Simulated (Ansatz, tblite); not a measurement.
# The cluster B4H8O10: a ladder of methods and basis sets

An exercise on one series of results from a longer session: the logs are not shown, and one member is left open.

Method: as each input shows; program: Ansatz 0.2.0, Gaussian basis.

Levels to be run: GFN1-xTB, GFN2-xTB, PBE-D4/def2-TZVP, r2SCAN-D4/def2-TZVP, HF/def2-TZVP, revPBE-D4/def2-TZVP, PBE-D4/def2-SVP, PBE0-D4/def2-SVP, MP2/def2-SVP.

5 further runs of the same task are left out: 3 that didn't finish, 2 set aside as unsound or not needed. Runs told in other sessions of the task aren't counted.

## The structure

The singlet was relaxed beforehand with PBE-D4/def2-SVP.

22 atoms, charge 0, spin multiplicity 1.

Bond lengths: B1–O7 1.373 Å, B1–O8 1.391 Å, B1–O10 1.367 Å, B2–O9 1.356 Å, B2–O10 1.410 Å, B2–O11 1.366 Å, B3–O5 1.375 Å, B3–O6 1.384 Å, B3–O11 1.373 Å, B4–O12 1.372 Å, B4–O13 1.398 Å, B4–O14 1.370 Å, O5–H15 0.971 Å, O6–H16 0.971 Å, O7–H17 0.971 Å, O8–H18 0.971 Å, O9–H19 0.988 Å, O12–H20 0.973 Å and more. Angles: O7–B1–O8 125.5°, O7–B1–O10 120.4°, O8–B1–O10 114.0°, O9–B2–O10 118.1°, O9–B2–O11 119.8°, O10–B2–O11 122.0°, O5–B3–O6 125.3°, O5–B3–O11 116.3°, O6–B3–O11 118.3°, O12–B4–O13 118.5°, O12–B4–O14 117.5°, O13–B4–O14 124.0°, B3–O5–H15 114.1°, B3–O6–H16 113.9°, B1–O7–H17 115.4°, B1–O8–H18 115.3°, B2–O9–H19 110.9°, B1–O10–B2 131.8° and more.

PBE0-D4/def2-TZVP was run before; its log isn't repeated, and its numbers join the tables.

Set-up of the first run:

Tight binding, by tblite at 300 K electronic temperature and without a spin-polarisation term:

```python
tblite.interface.Calculator('GFN1-xTB', numbers, positions, charge=0, uhf=0).singlepoint()
```

Tight binding, by tblite at 300 K electronic temperature and without a spin-polarisation term:

```python
tblite.interface.Calculator('GFN2-xTB', numbers, positions, charge=0, uhf=0).singlepoint()
```

start.molden holds the orbitals of an earlier run on this state, given as this run's starting guess.

File in.yaml:

```yaml
crystal:
  periodic: [false, false, false]
  atoms:
    - {symbol: B, position_ang: [-1.109148, 0.510586, -0.021050]}
    - {symbol: B, position_ang: [0.810397, -1.012993, -0.670585]}
    - {symbol: B, position_ang: [-0.732608, -1.555789, -2.546303]}
    - {symbol: B, position_ang: [1.562237, 1.111962, 2.695544]}
    - {symbol: O, position_ang: [-1.475419, -2.627185, -2.984041]}
    - {symbol: O, position_ang: [-0.841816, -0.259353, -3.019340]}
    - {symbol: O, position_ang: [-2.100054, -0.420752, -0.208867]}
    - {symbol: O, position_ang: [-1.296542, 1.807377, 0.444726]}
    - {symbol: O, position_ang: [2.021532, -1.339815, -0.156505]}
    - {symbol: O, position_ang: [0.200463, 0.179503, -0.229793]}
    - {symbol: O, position_ang: [0.224554, -1.825865, -1.599516]}
    - {symbol: O, position_ang: [2.258695, 0.792859, 3.833947]}
    - {symbol: O, position_ang: [2.197934, 0.960879, 1.459082]}
    - {symbol: O, position_ang: [0.277032, 1.562125, 2.845732]}
    - {symbol: H, position_ang: [-2.115272, -2.407539, -3.680058]}
    - {symbol: H, position_ang: [-1.528955, -0.143896, -3.696055]}
    - {symbol: H, position_ang: [-2.993861, -0.132562, 0.036903]}
    - {symbol: H, position_ang: [-2.217726, 2.053466, 0.630528]}
    - {symbol: H, position_ang: [2.304625, -0.682296, 0.524050]}
    - {symbol: H, position_ang: [3.153052, 0.484938, 3.607943]}
    - {symbol: H, position_ang: [1.566164, 1.129099, 0.724768]}
    - {symbol: H, position_ang: [-0.165286, 1.815249, 2.008899]}
basis:
  gaussian: {orbitals: def2-TZVP, initial_orbitals: start.molden}
hamiltonian: {xc: pbe, dispersion: d4}
scf: {omitted_lower_state_checks: [starts]}
output: {orbitals: {seedname: orbitals}}
```

Run with:

```console
$ ansatz run in.yaml --threads 4 --pin off --events-out ev --progress --plain --max-ram 6963MiB
```

Among the steps run: PBE-D4/def2-TZVP; r2SCAN-D4/def2-TZVP; HF/def2-TZVP; revPBE-D4/def2-TZVP; PBE-D4/def2-SVP; PBE0-D4/def2-SVP; MP2/def2-SVP.

One of the session's tables, all rows but one given; the rest of the session is left out.

It belongs to the step «Binding energy». 

```
              level  binding an atom (eV)
        HF/def2-SVP                 3.534
       HF/def2-TZVP                 3.452
    PBE-D4/def2-SVP                     ?
   PBE-D4/def2-TZVP                 4.964
revPBE-D4/def2-TZVP                 4.797
r2SCAN-D4/def2-TZVP                 4.868
   PBE0-D4/def2-SVP                 4.892
  PBE0-D4/def2-TZVP                 4.816
       MP2/def2-SVP                 4.789
```

Estimate the missing values for PBE-D4/def2-SVP.

**Answer.** binding an atom (eV): 5.049. In the column «binding an atom (eV)» it is the highest.

Limits of these values: Free atoms were run apart at each level; binding is atoms less cluster, divided by the number of atoms, without zero-point or spin-orbit terms.
